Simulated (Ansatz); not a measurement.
This script makes a check of PAW against all-electron LAPW of Y, space group Fm-3m with Ansatz's Python interface.

Script `run_paw_lapw.py`:
```python
import ansatz
import numpy as np
import pandas as pd


def count_gap(report):
    # lowest empty less highest filled band, counting bands; zero where they overlap
    return max(report.get('gap_by_band_count_ev') or 0.0, 0.0)


def main() -> None:
    xtal = (
        ansatz.Lattice.from_parameters(3.514321, 3.514321, 3.514321, alpha=60.0, beta=60.0, gamma=60.0)
        .atom('Y', [0.0, 0.0, 0.0])
    )

    calc = (
        xtal.calculation()
        .functional('PBEsol')
        .kpoints(length=24)
        .occupations(ansatz.OccupationsMethod.FERMI_DIRAC, width=0.15)
        .scf(tolerance=1e-08)
        .stress()
        .forces()
        .band_table()
    )
    variants = {
        'PAW': calc.pseudopotentials('paw'),
        'LAPW': calc.pseudopotentials('all_electron', lapw=True),
    }
    rows = []
    for label, variant in variants.items():
        report = variant.run().report
        levels = np.array(report['eigenvalues_ev'][0]) - report['fermi_energy_ev']
        print(label, 'levels at the first k-point near E_F:', np.round(levels[np.abs(levels) < 5], 3))
        rows.append((label, report['n_electrons'], np.trace(report['stress_gpa']) / 3, count_gap(report)))
    print(pd.DataFrame(rows, columns=['treatment', 'electrons in bands', 'P GPa', 'gap by band count eV']).round(4).to_string(index=False))


if __name__ == '__main__':
    main()
```

How well do the two treatments of the cores agree on the pressure?

PAW gives 0.536 GPa and LAPW 0.535 GPa, 0.001 GPa apart. They took 0.7 and 2.8 s of processor time.

The output:

```console
$ python run_paw_lapw.py
DeckWarning: basis.ecutwfc = 420 eV, auto-derived from the records' recommended cutoffs: set by Y (normal level)
DeckWarning: output.stress: scf.convergence.dr2_threshold = 1e-8 eV is looser than the 1e-10 eV advised for a printed stress (1e-10 eV for each atom of the cell: 1). What an SCF threshold leaves in a stress goes as its square root, and in the free energy as the threshold itself, and one threshold admits the most on a [...]
PAW levels at the first k-point near E_F: [-4.802  1.848  1.848  1.848  4.011  4.011]
LAPW levels at the first k-point near E_F: [-4.802  1.848  1.848  1.848  4.012  4.012]
treatment  electrons in bands  P GPa  gap by band count eV
      PAW                11.0 0.5357                   0.0
     LAPW                21.0 0.5349                   0.0
```
(Warnings from the package without file and line, shortened.)

Notes:
- The run is spin-unpolarised.
- The computed bands are complete only to about 3.8 eV above the Fermi level.
- The mesh is modest for a metal, so energies can be off by several to tens of meV an atom and pressures by half a GPa or more; differences at equal mesh fare better.
- The smearing is wide enough that free energy and stress hold a thermal part of the electrons.
- A gap by band count of zero or less means overlapping bands, a metal, and at an odd count of electrons it is no gap at all.
- This isn't the structure that Y takes at ambient conditions.
- Levels are Kohn-Sham eigenvalues on this mesh, without spin-orbit coupling.
- Pressure is positive in compression; the treatments may keep other shells as core, so totals and counts of electrons can differ.
- Wall time of the script: 4.6 s on 1 thread of Arm Neoverse V1, with other jobs on the host, peak memory 0.41 GiB.

(Lines on the test bed's own set-up are left out of the output.)
